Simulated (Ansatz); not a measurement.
# CH5BFIn: the cost of one run

Method: RKS B3LYP-D4/def2-mTZVP, in Ansatz 0.2.0.

## 1. Starting point

Bond lengths: B1–In2 1.483 Å, In2–C3 1.854 Å, C3–F4 1.408 Å, B1–H5 1.209 Å, B1–H6 1.223 Å, In2–H7 1.288 Å, C3–H8 1.043 Å, C3–H9 1.178 Å. Angles: B1–In2–C3 119.5°, B1–In2–H7 98.3°, C3–In2–H7 119.9°, In2–B1–H5 122.7°, In2–B1–H6 93.6°, H5–B1–H6 116.8°, In2–C3–F4 112.1°, In2–C3–H8 124.0°, In2–C3–H9 87.4°, F4–C3–H8 114.2°, F4–C3–H9 106.3°, H8–C3–H9 107.6°.

Structure file:

```xyz
9

B    -0.3395    1.3261   -0.9169
In    0.5291    0.5806    0.0267
C    -0.0252   -1.0666    0.6727
F     0.5393   -2.1363   -0.0486
H    -1.0389    0.7748   -1.7349
H    -0.9102    1.9407   -0.0269
H     1.6355    0.6739   -0.6263
H    -0.9825   -1.2577    1.0402
H     0.6810   -0.8819    1.5970
```

## 2. End point A

input.yaml reads:

```yaml
crystal:
  periodic: [false, false, false]
  atoms:
    - { symbol: B, position_ang: [-0.3395, 1.3261, -0.9169] }
    - { symbol: In, position_ang: [0.5291, 0.5806, 0.0267] }
    - { symbol: C, position_ang: [-0.0252, -1.0666, 0.6727] }
    - { symbol: F, position_ang: [0.5393, -2.1363, -0.0486] }
    - { symbol: H, position_ang: [-1.0389, 0.7748, -1.7349] }
    - { symbol: H, position_ang: [-0.9102, 1.9407, -0.0269] }
    - { symbol: H, position_ang: [1.6355, 0.6739, -0.6263] }
    - { symbol: H, position_ang: [-0.9825, -1.2577, 1.0402] }
    - { symbol: H, position_ang: [0.681, -0.8819, 1.597] }
basis:
  gaussian: { orbitals: def2-mTZVP }
hamiltonian:
  xc: b3lyp
  dispersion: d4
relax:
  f_tol: 0.02
  max_steps: 50
```

Run with:

```console
$ ansatz run input.yaml --threads 2 --pin off --max-ram 3072MiB --backend cpu --events-out ev --progress --plain --runs-dir out
```

**Question.** How long does this run take on 2 threads of Intel Xeon 6975P-C (Granite Rapids), shared host, and how much memory does it need?

About 74 s, with a peak of 0.25 GiB.
